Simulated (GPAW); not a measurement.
Runs of GPAW 26.7.0 on NaFeO3. Symmetry: Pm-3m, No. 221, cubic system. The conventional cell has a = 3.830 Å, b = 3.830 Å, c = 3.830 Å, α = 90.00°, β = 90.00°, γ = 90.00°. Around Fe (site symmetry m-3m) lie 6 O at 1.92 Å. Na (site symmetry m-3m) has 12 O at 2.71 Å as nearest neighbours. O (site symmetry 4/mmm) has 2 Fe at 1.92 Å as nearest neighbours. The cell comes from a database or a generator and needn't be the stable form of this composition.

```tsv
level	gap on the mesh (eV)	pressure (GPa)	moment (μB)	relaxed volume (Å³/atom)
PBEsol	none	-0.1	3.80	(b)
PBEsol+D3	none	-0.1	3.80	10.10
PBEsol+D3(BJ)	none	-0.3	3.77	9.99
PBEsol+D3(BJ)+ATM	none	-0.2	3.78	(a)
PBEsol+D4	none	-0.2	(c)	10.05
```

Alike in all rows: task relaxation of cell and atoms; potentials or basis PAW data sets generated in the run's folder for this functional, pw; spin collinear, ferromagnetic start; cell relaxed; k mesh 5 × 5 × 5; cutoff (eV) 800; smearing fermi-dirac 0.05 eV.

**Question.** Estimate the missing entries.

**Answer.** (a) 10.01; (b) 10.13; (c) 3.79.

Caveats: each step starts from the last one's moments, so a moment once lost doesn't come back; later steps reuse the first step's grids; a cell with one magnetic atom can't hold antiferromagnetic order, which such compounds often take; semilocal functionals often make such compounds metallic where correlation or magnetic order opens a gap, which also shifts bond lengths; pairwise dispersion overbinds metals, which lowers pressure and volume (some runs).

A k mesh can miss the band edges.

A gap of «none» marks a metal or a gap under the smearing width.

Not every run made on this cell is shown here.
